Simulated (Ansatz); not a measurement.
# Ti4H5: the cost of one run

Program: Ansatz 0.2.0. Level of theory: DFT r2SCAN, scalar-relativistic, plane waves, PAW. These are calculated values, not measurements.

**1. The starting structure**

It takes space group P-42m (No. 111, tetragonal). Conventional cell: a = 4.246 Å, b = 4.246 Å, c = 4.502 Å, α = 90.00°, β = 90.00°, γ = 90.00°. Ti (site symmetry m) is surrounded by 5 H at 1.86 to 1.92 Å. H (site symmetry 222) has 4 Ti at 1.89 Å as nearest neighbours. Around H (site symmetry 222) lie 4 Ti at 1.86 Å. H (site symmetry -42m) is surrounded by 4 Ti at 1.92 Å.

As a file:

```cif
data_structure
_symmetry_space_group_name_H-M 'P-42m'
_symmetry_Int_Tables_number 111
_cell_length_a 4.2464
_cell_length_b 4.2464
_cell_length_c 4.5023
_cell_angle_alpha 90.000
_cell_angle_beta 90.000
_cell_angle_gamma 90.000
_cell_volume 81.19
loop_
_atom_site_label
_atom_site_type_symbol
_atom_site_symmetry_multiplicity
_atom_site_Wyckoff_symbol
_atom_site_fract_x
_atom_site_fract_y
_atom_site_fract_z
_atom_site_occupancy
Ti1 Ti 4 n 0.74354 0.25646 0.75443 1
H1 H 2 f 0.50000 0.00000 0.50000 1
H2 H 2 e 0.50000 0.00000 0.00000 1
H3 H 1 c 0.00000 0.00000 0.50000 1
```

(A quick probe on a coarse mesh, which set the mesh and smearing, is not shown.)

**3. Full relaxation**

File input.yaml:

```yaml
crystal:
  lattice:
    - [4.2464399101, 0.0, 0.0]
    - [0.0, 4.2464399101, 0.0]
    - [0.0, 0.0, 4.5023074704]
  atoms:
    - { symbol: Ti, position: [0.74354474, 0.25645526, 0.75443469] }
    - { symbol: Ti, position: [0.25645526, 0.74354474, 0.75443469] }
    - { symbol: Ti, position: [0.25645526, 0.25645526, 0.24556531] }
    - { symbol: Ti, position: [0.74354474, 0.74354474, 0.24556531] }
    - { symbol: H, position: [0.5, 0.0, 0.5] }
    - { symbol: H, position: [0.5, 0.0, 0.0] }
    - { symbol: H, position: [0.0, 0.5, 0.5] }
    - { symbol: H, position: [0.0, 0.5, 0.0] }
    - { symbol: H, position: [0.0, 0.0, 0.5] }
basis:
  ecutwfc: 500
kpoints:
  mp_grid: { grid: [10, 10, 8] }
hamiltonian:
  xc: r2scan
scf:
  occupations: { method: gaussian, width: 0.1 }
output:
  forces: true
  stress: true
  eigenvalues: true
relax:
  adjacent_minimum: "off"
  f_tol: 0.01
  max_steps: 80
  cell: { stress_tol: 0.05 }
```

Started as:

```bash
$ ansatz run input.yaml --threads 1 --pin off --max-ram 2560MiB --backend cpu --events-out ev --progress --plain --runs-dir out
```

**Question.** How long does this run take on 1 thread of AMD EPYC 9B45 (Zen 5), shared host, and how much memory does it need?

About 63 s, with a peak of 0.72 GiB.
